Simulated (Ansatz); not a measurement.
## La₂Cu₂SeSO₂, space group P4mm: an SCF with error handling, step by step

Computed with Ansatz 0.2.0 through its Python package.

Run as a notebook:

**Cell 1**
```python
import warnings

import ansatz as az
```

**Cell 2**
```python
lattice = az.Lattice.of(
    (4.036014, 0.0, 0.0),
    (0.0, 4.036014, 0.0),
    (0.0, 0.0, 8.713272),
)
sites = [
    ('La', (0.5, 0.5, 0.858847)),
    ('La', (0.0, 0.0, 0.145897)),
    ('Cu', (0.0, 0.5, 0.491626)),
    ('Cu', (0.5, 0.0, 0.491626)),
    ('Se', (0.0, 0.0, 0.668151)),
    ('S', (0.5, 0.5, 0.338667)),
    ('O', (0.0, 0.5, 0.002592)),
    ('O', (0.5, 0.0, 0.002592)),
]
cell = az.Crystal(lattice=lattice)
for symbol, position in sites:
    cell = cell.atom(symbol, position)
```

**Cell 3**
```python
len(cell.resolved().sites)
```
Output:
```text
8
```

**Cell 4**
```python
model = cell.calculation().functional('pbesol').kpoints(5, 5, 3)
```

**Cell 5**
```python
warnings.simplefilter('ignore')
r = None
try:
    out = model.occupations('fixed').scf(max_iterations=60).band_table().run(threads=1)
    kinds = {n['data']['kind'] for n in out.notices if n['data'].get('severity') != 'audit'}
    print('fixed occupations: gap by band count', round(out.report['gap_by_band_count_ev'], 3), 'eV, notices', sorted(kinds))
    if out.report['gap_by_band_count_ev'] > 0.1:
        r = out.report
except az.AnsatzError as error:
    print(type(error).__name__, 'under fixed occupations:', str(error)[:140])
if r is None:
    r = model.occupations('fermi_dirac', width=0.05).run(threads=1).report
    print('smeared: TS =', round(r['entropy_ts_ev'], 5), 'eV')
print(f'F = {r["free_energy_ev"]:.5f} eV')
```
Output:
```text
fixed occupations: gap by band count 1.529 eV, notices []
F = -32942.23826 eV
```

Total energies depend on the potentials; only differences at equal settings carry meaning. A total without «per atom» is that of the cell as typed. No spin polarisation was allowed. Along an axis with an odd division the mesh misses the point at one half; a gap read on a finite mesh is an upper bound on this functional's gap. Semilocal gaps usually lie well under measured ones. Semilocal functionals put the empty 4f levels of La too low, which can move the conduction edge. Without a Hubbard U or exact exchange, semilocal functionals often make such 3d compounds metallic or too weakly gapped. This cell is a computed structure, which may not be the phase found in nature. Levels are Kohn-Sham eigenvalues on this mesh, without spin-orbit coupling. By the engine's processor time: 11 s on 1 thread of Intel(R) Xeon(R) Processor @ 2.30GHz, on a shared host, peak memory 0.66 GiB.
